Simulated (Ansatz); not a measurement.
# One shape, several levels: SiH2SeCl (SMILES Cl[SiH][SeH])

Aim: a comparison of 6 runs (UHF/cc-pVDZ, U-wB97X/cc-pVDZ, UBHLYP/cc-pVDZ, UBLYP/cc-pVDZ, USVWN5/cc-pVDZ, RPA@PBE/cc-pVDZ) of SiH2SeCl. 

Program for the calculation: Ansatz 0.2.0.

69 further runs of the same task are left out: 69 set aside as unsound or not needed. Runs told in other sessions of the task aren't counted.

### 1 Starting point

The species is SiH2SeCl (5 atoms), meant as a doublet with charge 0. As SMILES, `Cl[SiH][SeH]`. The Cl1–Si2 distance was set to 3.710 Å, away from the relaxed value. At this shape a bond of the SMILES string is far longer than usual.

Bond lengths: Si2–Se3 2.266 Å, Si2–H4 1.489 Å, Se3–H5 1.469 Å. Angles: Si2–Se3–H5 93.1°, Se3–Si2–H4 104.8°. A long bond or contact: Cl1–Si2 3.710 Å.

### 2 A single-point energy at UHF/cc-pVDZ (run 1)

The input, input.yaml:

```yaml
basis:
  gaussian: {orbitals: cc-pVDZ}
crystal:
  periodic: [false, false, false]
  atoms:
    - {symbol: Cl, position_ang: [-3.679898, 0.093989, 0.414147]}
    - {symbol: Si, position_ang: [-0.121800, -0.761200, -0.193900]}
    - {symbol: Se, position_ang: [1.300800, 0.972900, 0.128200]}
    - {symbol: H, position_ang: [0.283800, -1.778100, 0.815900]}
    - {symbol: H, position_ang: [0.685700, 1.778800, -0.935500]}
hamiltonian: {xc: hf}
accuracy: high
magnetization: {spin_polarized: true, initial_magnetization: 1}
output: {orbitals: {seedname: orbitals}}
```

Run with:

```console
$ ansatz run input.yaml --threads 1 --pin off --max-ram 2610MiB --events-out events.jsonl --progress --plain --runs-dir runs
```

The log of the run:

```text
Warning: RAYON_NUM_THREADS=1 ignored (pool sized by the plan → 1); use --threads N
Functional definition: HF
  name "HF"
  exchange = exact_x
  correlation = 0
1513 factors; integrals over basis functions are off by at most 4.6e-9 eV
mean field evaluation 1: about -85694.2334 eV, gradient 1.7e1 eV
mean field evaluation 2: about -85694.2408 eV, gradient 1.7e1 eV
mean field evaluation 4: about -85697.1388 eV, gradient 2.4e0 eV
mean field evaluation 8: about -85697.0505 eV, gradient 2.7e0 eV
mean field evaluation 16: about -85698.4714 eV, gradient 3.5e-3 eV
mean field evaluation 32: about -85698.4098 eV, gradient 1.5e-1 eV
mean field evaluation 64: about -85698.4062 eV, gradient 1.6e-1 eV
mean field evaluation 96: about -85696.8923 eV, gradient 4.8e0 eV
mean field evaluation 128: about -85698.3717 eV, gradient 7.8e-2 eV
mean field evaluation 160: about -85698.3112 eV, gradient 1.1e0 eV
mean field evaluation 192: about -85698.3089 eV, gradient 1.2e-1 eV
mean field evaluation 224: about -85696.5694 eV, gradient 5.1e-1 eV
mean field evaluation 256: about -85698.3813 eV, gradient 8.5e-2 eV
mean field evaluation 288: about -85697.0788 eV, gradient 1.6e-3 eV
mean field -85698.47142044 eV, -3149.3607361908 hartree, gradient 2.9e-8 eV, S^2 1.029038; 4 other end points of the search recorded, 0 dependent functions left out
reference -85698.47142044 eV, -3149.3607361908 hartree; 34, 33 occupied and 39, 40 virtual orbitals, 1513 factors
Total energy: -85698.47142044 eV, -3149.3607361908 hartree
```

Run time: 13 s. Hardware: 1 thread of Intel Xeon 6975P-C (Granite Rapids), shared host; peak memory 0.32 GiB.

### 3 A single-point energy at U-wB97X/cc-pVDZ (run 2)

The input, in.yaml:

```yaml
crystal:
  periodic: [false, false, false]
  atoms:
    - {symbol: Cl, position_ang: [-3.679898, 0.093989, 0.414147]}
    - {symbol: Si, position_ang: [-0.121800, -0.761200, -0.193900]}
    - {symbol: Se, position_ang: [1.300800, 0.972900, 0.128200]}
    - {symbol: H, position_ang: [0.283800, -1.778100, 0.815900]}
    - {symbol: H, position_ang: [0.685700, 1.778800, -0.935500]}
basis:
  gaussian:
    orbitals: cc-pVDZ
magnetization:
  spin_polarized: true
  initial_magnetization: 1
output: {orbitals: {seedname: orbitals}}
hamiltonian:
  xc: {name: wB97X}
accuracy: high
```

Run with:

```console
$ ansatz run in.yaml --threads 1 --pin off --max-ram 2610MiB --events-out events.jsonl --progress --plain --runs-dir runs
```

The log of the run, cut to the lines that bear on the results:

```text
Warning: RAYON_NUM_THREADS=1 ignored (pool sized by the plan → 1); use --threads N
Functional definition: wB97X
  name "wB97X"
[...]
      + exact_x_lr(omega)
[...]
      + integral(e_c_pw_opposite_spin*poly(b97_u_opposite, 1, cos1, cos2, cos3, cos4))
1513 factors; integrals over basis functions are off by at most 4.6e-9 eV
336 factors; integrals over basis functions are off by at most 2.1e-9 eV
[...]
mean field -85780.11351360 eV, -3152.3610277757 hartree, gradient 5.7e-8 eV, S^2 0.807750; 6 other end points of the search recorded, 0 dependent functions left out
reference -85780.11351106 eV, -3152.3610276821 hartree; 34, 33 occupied and 39, 40 virtual orbitals, 1513 factors
Total energy: -85780.11351106 eV, -3152.3610276821 hartree
```

Run time: 70 s. Hardware: 1 thread of Intel Xeon 6975P-C (Granite Rapids), shared host; peak memory 0.8 GiB.

Runs 3 to 5 aren't shown in full; the table further down has their settings and results.

### 4 The energy at RPA@PBE/cc-pVDZ (run 6)

The input, molecule.yaml:

```yaml
crystal:
  periodic: [false, false, false]
  atoms:
    - {symbol: Cl, position_ang: [-3.679898, 0.093989, 0.414147]}
    - {symbol: Si, position_ang: [-0.121800, -0.761200, -0.193900]}
    - {symbol: Se, position_ang: [1.300800, 0.972900, 0.128200]}
    - {symbol: H, position_ang: [0.283800, -1.778100, 0.815900]}
    - {symbol: H, position_ang: [0.685700, 1.778800, -0.935500]}
basis:
  gaussian: {orbitals: cc-pVDZ}
magnetization: {spin_polarized: true, initial_magnetization: 1}
hamiltonian: {xc: pbe}
correlation: {method: rpa, frozen_orbitals: {Cl: 5, H: 0, Se: 9, Si: 5}}
accuracy: high
```

Run with:

```console
$ ansatz run molecule.yaml --threads 1 --pin off --max-ram 2610MiB --events-out events.jsonl --progress --plain --runs-dir runs
```

The log of the run, cut to the lines that bear on the results:

```text
Warning: RAYON_NUM_THREADS=1 ignored (pool sized by the plan → 1); use --threads N
Functional definition: PBE
  name "PBE"
[...]
1513 factors; integrals over basis functions are off by at most 4.6e-9 eV
[...]
mean field -85760.88635912 eV, -3151.6544428810 hartree, gradient 3.1e-8 eV, S^2 0.762293; 10 other end points of the search recorded, 0 dependent functions left out
19 core orbitals not correlated: weight in the atoms' cores, before any rotation towards them, 1.000 or more for the frozen orbitals, at most 0.000 for the correlated occupied ones
reference -85696.79553735 eV, -3149.2991486234 hartree; 15, 14 occupied and 39, 40 virtual orbitals, 1513 factors
Total energy: -85714.03499385 eV, -3149.9326869644 hartree
```

It took 15 s on 1 thread of Intel Xeon 6975P-C (Granite Rapids), shared host; peak memory 0.3 GiB.

### 5 Overview of the runs

| run | level | frozen core orbitals | energy (Eh) | HOMO energy (eV) | LUMO energy (eV) | ⟨S²⟩ | wall time |
| --- | --- | --- | --- | --- | --- | --- | --- |
| 1 | UHF/cc-pVDZ | – | -3149.360736 | -9.05 | -0.97 | 1.029 | 13 s |
| 2 | U-wB97X/cc-pVDZ | – | -3152.361028 | -8.95 | -3.47 | 0.808 | 70 s |
| 3 | UBHLYP/cc-pVDZ | – | -3152.334333 | -7.72 | -4.32 | 0.807 | 14 s |
| 4 | UBLYP/cc-pVDZ | – | -3152.388510 | -5.77 | -5.60 | 0.759 | 9.3 s |
| 5 | USVWN5/cc-pVDZ | – | -3146.277644 | -5.95 | – | 0.755 | 5.1 s |
| 6 | RPA@PBE/cc-pVDZ | 19 | -3149.932687 | – | – | 0.762 | 15 s |

### 6 Summary of results

```
                                quantity           value
                     run 6: total energy  -3149.93269 Eh
 run 6: RPA correlation energy (valence)      -633.5 mEh
run 6: ⟨S²⟩ of the reference determinant           0.762
```

What this shows: Totals of different functionals can't be ranked against each other. Spin contamination of the reference: run 1 ⟨S²⟩ = 1.03. All runs together took 2.1 min, the longest 70 s.
